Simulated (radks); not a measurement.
# Valence configurations of Si

One table from this session's results is given with a row withheld; the runs are named, their logs left out.

Method: Dirac Kohn-Sham, PBE, spin-unpolarised, spherical densities, finite nucleus; open shells fill j = l - 1/2 first. Code: radks (a radial shooting solver on a logarithmic mesh, Libxc functionals) version 1.

**The system**

| Quantity | Value |
| --- | --- |
| element | silicon (Z = 14) |
| charge | 0 |
| electrons | 14 |
| configuration | [Ne] 3s2 3p2 |
| nuclear rms radius | 3.1224 fm |
| others tried | 3s1 3p3; 3p4; 3s1.5 3p2.5; 3s0.5 3p3.5 |

The first run:

Input:

```text
Z 14
configuration [Ne] 3s2 3p2
relativity Dirac
functional pbe,pbe
spin unpolarised
j_filling energy
nucleus finite rms 3.1224 fm
c 137.035999084
```

Steps of the session up to this table: [Ne] 3s2 3p2.

One table of the session follows, with a row left open; its other results are not shown here.

It belongs to the step «[Ne] 3s2 3p2». Sizes of the orbitals, from the radial functions (bohr):

```
level     <r>  outermost maximum (interpolated)  90 % within  nodes
1s1/2  0.1113                            0.0726        0.199      0
2s1/2  0.5679                             0.455        0.895      1
2p1/2  0.5361                             0.387        0.901      0
2p3/2  0.5383                             0.388        0.905      0
3s1/2   2.164                              1.79         3.30      2
3p1/2   2.791                              2.15         4.45      1
3p3/2       ?                                 ?            ?      ?
```

Estimate the missing values for 3p3/2.

**Answer.** <r>: 2.800; outermost maximum (interpolated): 2.16; 90 % within: 4.46; nodes: 1. In the column «<r>» it is the highest.
